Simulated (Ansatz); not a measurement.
# Mg5ZrN2: the cost of one run

Program: Ansatz 0.2.0. Level of theory: DFT PBE, scalar-relativistic, plane waves, PAW, unless a step names another level. These are calculated values, not measurements.

4 further runs of the same task are left out: 4 that didn't finish.

### 1 Starting point

It takes space group P4/nmm (No. 129, tetragonal). Conventional cell: a = 3.212 Å, b = 3.212 Å, c = 26.508 Å, α = 90.00°, β = 90.00°, γ = 90.00°. Mg (site symmetry 4mm) is surrounded by 1 N at 2.11 Å. Mg (site symmetry 4mm) has 5 N at 2.26 to 2.27 Å as nearest neighbours. Mg (site symmetry 4mm) is surrounded by 12 Mg at 3.19 to 3.21 Å. Mg (site symmetry 4mm) is surrounded by 12 Mg at 3.20 to 3.21 Å. Mg (site symmetry 4mm) has 12 Mg at 3.11 to 3.21 Å as nearest neighbours. Zr (site symmetry 4mm) has 6 N at 2.13 to 2.37 Å as nearest neighbours. N (site symmetry 4mm) has 5 Mg at 2.11 to 2.27 Å and 1 Zr at 2.13 Å as nearest neighbours. N (site symmetry 4mm) has 1 Mg at 2.26 Å and 5 Zr at 2.28 to 2.37 Å as nearest neighbours.

Coordinates:

```cif
data_structure
_symmetry_space_group_name_H-M 'P4/nmm:1'
_symmetry_Int_Tables_number 129
_cell_length_a 3.2121
_cell_length_b 3.2121
_cell_length_c 26.5081
_cell_angle_alpha 90.000
_cell_angle_beta 90.000
_cell_angle_gamma 90.000
_cell_volume 273.49
loop_
_atom_site_label
_atom_site_type_symbol
_atom_site_symmetry_multiplicity
_atom_site_Wyckoff_symbol
_atom_site_fract_x
_atom_site_fract_y
_atom_site_fract_z
_atom_site_occupancy
Mg1 Mg 2 c 0.00000 0.50000 0.79280 1
Mg2 Mg 2 c 0.00000 0.50000 0.12742 1
Mg3 Mg 2 c 0.00000 0.50000 0.62798 1
Mg4 Mg 2 c 0.50000 0.00000 0.54248 1
Mg5 Mg 2 c 0.00000 0.50000 0.28757 1
Zr1 Zr 2 c 0.00000 0.50000 0.95266 1
N1 N 2 c 0.00000 0.50000 0.87231 1
N2 N 2 c 0.00000 0.50000 0.04222 1
```

It came out lowest among 25 distinct ends of the trial cells. At a tolerance of 0.05 Å it has space group P4/nmm (No. 129).

### 2 Kick test: the unmoved cell on a coarse mesh

Input file input.yaml:

```yaml
crystal:
  lattice:
    - [3.212060509, 0.0, 0.0]
    - [0.0, 3.212060509, 0.0]
    - [0.0, 0.0, 26.5081450669]
  atoms:
    - { symbol: Mg, position: [1.0, 0.5, 0.7927983305] }
    - { symbol: Mg, position: [0.0, 0.5, 0.1274211651] }
    - { symbol: Mg, position: [0.5, 0.0, 0.2072016695] }
    - { symbol: Mg, position: [0.5, 0.0, 0.8725788349] }
    - { symbol: Mg, position: [0.0, 0.5, 0.6279809361] }
    - { symbol: Mg, position: [0.5, 0.0, 0.5424766744] }
    - { symbol: Mg, position: [0.5, 0.0, 0.3720190639] }
    - { symbol: Mg, position: [0.0, 0.5, 0.4575233256] }
    - { symbol: Mg, position: [0.0, 0.5, 0.2875749288] }
    - { symbol: Mg, position: [0.5, 0.0, 0.7124250712] }
    - { symbol: Zr, position: [0.0, 0.5, 0.952664867] }
    - { symbol: Zr, position: [0.5, 0.0, 0.047335133] }
    - { symbol: "N", position: [1.0, 0.5, 0.8723122848] }
    - { symbol: "N", position: [0.0, 0.5, 0.0422160631] }
    - { symbol: "N", position: [0.5, 0.0, 0.1276877152] }
    - { symbol: "N", position: [0.5, 0.0, 0.9577839369] }
basis:
  ecutwfc: 420
kpoints:
  mp_grid: { grid: [6, 6, 1] }
hamiltonian:
  xc: pbe
scf:
  occupations: { method: gaussian, width: 0.2 }
  lower_state_search: "off"
output:
  forces: true
  stress: true
  eigenvalues: true
```

Started as:

```console
ansatz run input.yaml --threads 1 --pin off --max-ram 2560MiB --backend cpu --events-out ev --progress --plain --runs-dir out
```

What time and memory should one allow on 1 thread of Arm Neoverse V2, shared host?

About 15 s, with a peak of 0.58 GiB.
